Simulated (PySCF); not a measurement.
**A gas-phase reaction: ClGeH3 + H2Si → ClGeH5Si**

Aim: the reaction energy of `[Cl][GeH3]` + `[SiH2]` → `[SiH3][GeH2][Cl]`.

Programs: PySCF 2.14.0. All values are calculated, for the isolated system unless a continuum is named. Atoms count from 0, parts from 1.

## (1) The system as given

Each species was relaxed by itself at PBE0-D3(BJ)/def2-SVPD.

## (2) Reaction energy: wB97M-D3(BJ)/def2-TZVPD

Job settings and geometry (Å):

```
{"job": {"kind": "react", "xc": "wB97M-D3(BJ)", "basis": "def2-TZVPD"}, "charge": 0, "multiplicity": 1}
-1 ClGeH3 charge 0 multiplicity 1
Cl     2.078180    -0.036020    -0.054750
Ge    -0.097180     0.004660     0.063830
H     -0.513190     1.474560    -0.043790
H     -0.613790    -0.830790    -1.111030
H     -0.472320    -0.605480     1.417430

-1 H2Si charge 0 multiplicity 1
Si     0.623150    -0.064380    -0.359110
H     -0.322880     1.106100    -0.066070
H     -0.283750    -1.033850     0.408060

+1 ClGeH5Si charge 0 multiplicity 1
Si    -0.673940     0.862780    -0.399260
Ge     0.817110    -0.932380     0.074690
Cl     0.851450    -1.115440     2.260010
H     -0.153860     2.100180     0.249090
H     -2.022470     0.522470     0.136870
H     -0.752230     1.061520    -1.877960
H      2.275120    -0.675430    -0.337620
H      0.352400    -2.302350    -0.444020
```

With the program's defaults for keys left out, this is: wB97M-D3(BJ)/def2-TZVPD reaction energy of separated species, gas phase.

Run with:

```console
$ OMP_NUM_THREADS=1 python cluster_run.py task.json out
```

One launch serves the whole session: the jobs run in the order shown.

Log:

```text
species 1 (ClGeH3)
coarse grid: 21152 points
cycle   1  E = -2539.0620299779  dE = -6.849e-01  |g| = 6.547e-01  |ddm| = 1.710e+00
cycle   2  E = -2539.0737395301  dE = -1.171e-02  |g| = 6.914e-01  |ddm| = 7.878e-01
cycle   3  E = -2539.1158026148  dE = -4.206e-02  |g| = 2.610e-02  |ddm| = 3.697e-01
cycle   4  E = -2539.1160172471  dE = -2.146e-04  |g| = 1.159e-02  |ddm| = 3.764e-02
cycle   5  E = -2539.1160530197  dE = -3.577e-05  |g| = 2.737e-03  |ddm| = 1.292e-02
cycle   6  E = -2539.1160557438  dE = -2.724e-06  |g| = 4.253e-04  |ddm| = 5.059e-03
final grid: 40904 points
cycle   7  E = -2539.1159479854  dE = -1.428e-07  |g| = 1.793e-04  |ddm| = 1.036e-03
cycle   8  E = -2539.1159480053  dE = -1.993e-08  |g| = 8.985e-05  |ddm| = 3.096e-04
cycle   9  E = -2539.1159480085  dE = -3.187e-09  |g| = 3.607e-05  |ddm| = 1.273e-04
cycle  10  E = -2539.1159480095  dE = -9.909e-10  |g| = 3.433e-06  |ddm| = 8.961e-05
converged SCF energy = -2539.1159480095

species 2 (H2Si)
coarse grid: 11360 points
cycle   1  E = -290.6497149792  dE = -2.790e-01  |g| = 1.446e-01  |ddm| = 9.912e-01
cycle   2  E = -290.6557996919  dE = -6.085e-03  |g| = 6.003e-02  |ddm| = 2.088e-01
cycle   3  E = -290.6563221482  dE = -5.225e-04  |g| = 8.625e-03  |ddm| = 6.649e-02
cycle   4  E = -290.6563566939  dE = -3.455e-05  |g| = 2.007e-03  |ddm| = 1.939e-02
cycle   5  E = -290.6563606394  dE = -3.946e-06  |g| = 4.086e-04  |ddm| = 6.724e-03
final grid: 22672 points
cycle   6  E = -290.6563626801  dE = -2.267e-07  |g| = 1.923e-04  |ddm| = 1.488e-03
cycle   7  E = -290.6563627171  dE = -3.699e-08  |g| = 7.888e-05  |ddm| = 6.178e-04
cycle   8  E = -290.6563627233  dE = -6.198e-09  |g| = 3.399e-05  |ddm| = 2.503e-04
cycle   9  E = -290.6563627247  dE = -1.433e-09  |g| = 1.780e-06  |ddm| = 1.897e-04
cycle  10  E = -290.6563627247  dE = -1.478e-12  |g| = 5.237e-07  |ddm| = 7.911e-06
converged SCF energy = -290.6563627247

species 3 (ClGeH5Si)
coarse grid: 32504 points
cycle   1  E = -2829.8014395537  dE = -7.305e-01  |g| = 6.639e-01  |ddm| = 2.148e+00
cycle   2  E = -2829.8164849907  dE = -1.505e-02  |g| = 6.968e-01  |ddm| = 8.212e-01
cycle   3  E = -2829.8621741269  dE = -4.569e-02  |g| = 3.064e-02  |ddm| = 3.879e-01
cycle   4  E = -2829.8625021269  dE = -3.280e-04  |g| = 1.458e-02  |ddm| = 5.142e-02
cycle   5  E = -2829.8625658643  dE = -6.374e-05  |g| = 3.611e-03  |ddm| = 1.765e-02
cycle   6  E = -2829.8625709648  dE = -5.101e-06  |g| = 6.747e-04  |ddm| = 6.512e-03
final grid: 63576 points
cycle   7  E = -2829.8624746805  dE = -2.901e-07  |g| = 3.694e-04  |ddm| = 1.978e-03
cycle   8  E = -2829.8624747226  dE = -4.208e-08  |g| = 2.346e-04  |ddm| = 6.155e-04
cycle   9  E = -2829.8624747341  dE = -1.154e-08  |g| = 6.222e-05  |ddm| = 2.253e-04
cycle  10  E = -2829.8624747363  dE = -2.145e-09  |g| = 3.559e-05  |ddm| = 1.036e-04
cycle  11  E = -2829.8624747366  dE = -3.938e-10  |g| = 4.881e-06  |ddm| = 5.407e-05
converged SCF energy = -2829.8624747366

Reaction energy = -58.161 kcal/mol
```

Run time: 14 s. Hardware: 1 thread of Arm Neoverse V2, shared host; peak memory 0.69 GiB.

Species by species (with the dispersion term, which the log's SCF energies lack):

```csv
ν,species,energy (Eh),HOMO (eV)
-1,[Cl][GeH3],-2539.11948,-11.11
-1,[SiH2],-290.65772,-9.06
+1,[SiH3][GeH2][Cl],-2829.86989,-10.32
```

## (3) Energies of the species: PBE0-D3(BJ)/def2-TZVPD

Same as in step 2 but for these lines:

```diff
@@ -1,2 +1,2 @@
-{"job": {"kind": "react", "xc": "wB97M-D3(BJ)", "basis": "def2-TZVPD"}, "charge": 0, "multiplicity": 1}
+{"job": {"kind": "react", "xc": "PBE0", "basis": "def2-TZVPD", "disp": "d3bj"}, "charge": 0, "multiplicity": 1}
 -1 ClGeH3 charge 0 multiplicity 1
```

Level: PBE0-D3(BJ)/def2-TZVPD reaction energy of separated species, gas phase.

Log:

```text
species 1 (ClGeH3)
coarse grid: 21152 points
cycle   1  E = -2538.5867534874  dE = -6.332e-01  |g| = 6.828e-01  |ddm| = 1.690e+00
cycle   2  E = -2538.5564859674  dE =  3.027e-02  |g| = 8.558e-01  |ddm| = 8.965e-01
cycle   3  E = -2538.6341484119  dE = -7.766e-02  |g| = 3.248e-02  |ddm| = 5.132e-01
cycle   4  E = -2538.6342932508  dE = -1.448e-04  |g| = 1.450e-02  |ddm| = 3.070e-02
cycle   5  E = -2538.6343500950  dE = -5.684e-05  |g| = 2.016e-03  |ddm| = 1.334e-02
cycle   6  E = -2538.6343512514  dE = -1.156e-06  |g| = 3.929e-04  |ddm| = 2.049e-03
final grid: 40904 points
cycle   7  E = -2538.6343316353  dE = -8.187e-09  |g| = 4.006e-04  |ddm| = 1.125e-03
cycle   8  E = -2538.6343316374  dE = -2.079e-09  |g| = 3.961e-04  |ddm| = 6.562e-04
cycle   9  E = -2538.6343316695  dE = -3.210e-08  |g| = 1.773e-05  |ddm| = 3.263e-04
cycle  10  E = -2538.6343316695  dE = -5.866e-11  |g| = 1.167e-06  |ddm| = 1.160e-05
converged SCF energy = -2538.6343316695

species 2 (H2Si)
coarse grid: 2864 points
cycle   1  E = -290.4819692914  dE = -1.973e-01  |g| = 1.356e-01  |ddm| = 1.035e+00
cycle   2  E = -290.4851726255  dE = -3.203e-03  |g| = 7.526e-02  |ddm| = 2.315e-01
cycle   3  E = -290.4864720082  dE = -1.299e-03  |g| = 7.867e-03  |ddm| = 7.665e-02
cycle   4  E = -290.4864870780  dE = -1.507e-05  |g| = 5.293e-04  |ddm| = 8.314e-03
cycle   5  E = -290.4864871725  dE = -9.443e-08  |g| = 8.577e-05  |ddm| = 9.642e-04
final grid: 22672 points
cycle   6  E = -290.4862873022  dE = -2.059e-06  |g| = 5.690e-04  |ddm| = 4.293e-03
cycle   7  E = -290.4862873371  dE = -3.490e-08  |g| = 3.513e-04  |ddm| = 8.195e-04
cycle   8  E = -290.4862873547  dE = -1.753e-08  |g| = 1.071e-05  |ddm| = 2.920e-04
cycle   9  E = -290.4862873547  dE = -6.003e-11  |g| = 5.880e-06  |ddm| = 2.905e-05
converged SCF energy = -290.4862873547

species 3 (ClGeH5Si)
coarse grid: 32504 points
cycle   1  E = -2829.1713796250  dE = -6.876e-01  |g| = 6.876e-01  |ddm| = 2.109e+00
cycle   2  E = -2829.1354683089  dE =  3.591e-02  |g| = 8.699e-01  |ddm| = 9.270e-01
cycle   3  E = -2829.2210387675  dE = -8.557e-02  |g| = 4.228e-02  |ddm| = 5.467e-01
cycle   4  E = -2829.2213471660  dE = -3.084e-04  |g| = 1.771e-02  |ddm| = 4.369e-02
cycle   5  E = -2829.2214361738  dE = -8.901e-05  |g| = 2.764e-03  |ddm| = 1.750e-02
cycle   6  E = -2829.2214380263  dE = -1.853e-06  |g| = 5.069e-04  |ddm| = 2.700e-03
final grid: 63576 points
cycle   7  E = -2829.2214267188  dE = -1.809e-08  |g| = 4.967e-04  |ddm| = 1.636e-03
cycle   8  E = -2829.2214267133  dE =  5.481e-09  |g| = 5.768e-04  |ddm| = 8.191e-04
cycle   9  E = -2829.2214267631  dE = -4.981e-08  |g| = 6.284e-05  |ddm| = 3.994e-04
cycle  10  E = -2829.2214267636  dE = -4.629e-10  |g| = 5.635e-06  |ddm| = 5.009e-05
converged SCF energy = -2829.2214267636

Reaction energy = -64.951 kcal/mol
```

Wall time 7 s (1 thread of Arm Neoverse V2, shared host); peak memory 0.64 GiB.

Reaction energy at this level: -64.95 kcal/mol.

## (4) Energies of the species: MP2/def2-TZVPD

Same as in step 3 but for these lines:

```diff
@@ -1,2 +1,2 @@
-{"job": {"kind": "react", "xc": "PBE0", "basis": "def2-TZVPD", "disp": "d3bj"}, "charge": 0, "multiplicity": 1}
+{"job": {"kind": "react", "xc": "MP2", "basis": "def2-TZVPD"}, "charge": 0, "multiplicity": 1}
 -1 ClGeH3 charge 0 multiplicity 1
```

Method: MP2/def2-TZVPD reaction energy of separated species, gas phase.

Log:

```text
species 1 (ClGeH3)
final grid: 40904 points
cycle   1  E = -2536.6194798946  dE = -7.534e-01  |g| = 4.319e-01  |ddm| = 1.689e+00
cycle   2  E = -2536.6539215703  dE = -3.444e-02  |g| = 3.027e-01  |ddm| = 4.591e-01
cycle   3  E = -2536.6631408193  dE = -9.219e-03  |g| = 3.192e-02  |ddm| = 1.918e-01
cycle   4  E = -2536.6635951519  dE = -4.543e-04  |g| = 1.185e-02  |ddm| = 5.235e-02
cycle   5  E = -2536.6636436656  dE = -4.851e-05  |g| = 2.649e-03  |ddm| = 1.515e-02
cycle   6  E = -2536.6636470226  dE = -3.357e-06  |g| = 7.638e-04  |ddm| = 4.606e-03
cycle   7  E = -2536.6636475443  dE = -5.217e-07  |g| = 2.043e-04  |ddm| = 1.575e-03
cycle   8  E = -2536.6636475842  dE = -3.993e-08  |g| = 3.346e-05  |ddm| = 4.843e-04
cycle   9  E = -2536.6636475850  dE = -7.940e-10  |g| = 8.200e-06  |ddm| = 9.930e-05
converged SCF energy = -2536.6636475850

species 2 (H2Si)
final grid: 22672 points
cycle   1  E = -290.0128544786  dE = -3.382e-01  |g| = 1.611e-01  |ddm| = 1.000e+00
cycle   2  E = -290.0248707914  dE = -1.202e-02  |g| = 4.497e-02  |ddm| = 1.910e-01
cycle   3  E = -290.0257278481  dE = -8.571e-04  |g| = 1.411e-02  |ddm| = 8.807e-02
cycle   4  E = -290.0258521247  dE = -1.243e-04  |g| = 2.755e-03  |ddm| = 3.190e-02
cycle   5  E = -290.0258606015  dE = -8.477e-06  |g| = 6.584e-04  |ddm| = 8.493e-03
cycle   6  E = -290.0258611653  dE = -5.638e-07  |g| = 1.002e-04  |ddm| = 2.863e-03
cycle   7  E = -290.0258611754  dE = -1.013e-08  |g| = 7.900e-06  |ddm| = 5.188e-04
cycle   8  E = -290.0258611755  dE = -4.650e-11  |g| = 1.257e-06  |ddm| = 4.232e-05
converged SCF energy = -290.0258611755

species 3 (ClGeH5Si)
final grid: 63576 points
cycle   1  E = -2826.7124805118  dE = -8.183e-01  |g| = 4.641e-01  |ddm| = 2.094e+00
cycle   2  E = -2826.7636464787  dE = -5.117e-02  |g| = 3.100e-01  |ddm| = 5.447e-01
cycle   3  E = -2826.7752425005  dE = -1.160e-02  |g| = 4.601e-02  |ddm| = 2.178e-01
cycle   4  E = -2826.7763352167  dE = -1.093e-03  |g| = 1.566e-02  |ddm| = 7.794e-02
cycle   5  E = -2826.7764363798  dE = -1.012e-04  |g| = 3.452e-03  |ddm| = 2.156e-02
cycle   6  E = -2826.7764426332  dE = -6.253e-06  |g| = 8.879e-04  |ddm| = 6.961e-03
cycle   7  E = -2826.7764433139  dE = -6.807e-07  |g| = 2.343e-04  |ddm| = 2.208e-03
cycle   8  E = -2826.7764433598  dE = -4.595e-08  |g| = 6.031e-05  |ddm| = 4.937e-04
cycle   9  E = -2826.7764433631  dE = -3.253e-09  |g| = 1.723e-05  |ddm| = 1.569e-04
cycle  10  E = -2826.7764433634  dE = -3.029e-10  |g| = 3.712e-06  |ddm| = 4.545e-05
converged SCF energy = -2826.7764433634

Reaction energy = -63.374 kcal/mol
```

Run time: 3.8 s. Hardware: 1 thread of Arm Neoverse V2, shared host; peak memory 0.53 GiB.

Reaction energy at this level: -63.37 kcal/mol.

## (5) Side by side

Energies in kcal/mol, with wall time:

```csv
run,reaction,time
wB97M-D3(BJ)/def2-TZVPD,-58.16,14 s
PBE0-D3(BJ)/def2-TZVPD,-64.95,7 s
MP2/def2-TZVPD,-63.37,3.8 s
```

## (6) Results

| quantity | value |
| --- | --- |
| reaction energy (wB97M-D3(BJ)/def2-TZVPD) | -58.16 kcal/mol |
| ΔH, ΔG at 298 K (xTB thermal terms) | -55.8, -46.7 kcal/mol |
| range of the reaction energy over the runs of this table | -64.95 to -58.16 kcal/mol |

The reaction is exothermic by 55.8 kcal/mol in the gas phase; dispersion gives -1.58, and xTB itself gave -58.14 for the electronic energy (xTB energies and thermal terms come from the earlier relaxation of each species, not shown). No barrier was sought. The reaction energy runs from -64.95 (PBE0-D3(BJ)/def2-TZVPD) to -58.16 kcal/mol (wB97M-D3(BJ)/def2-TZVPD).
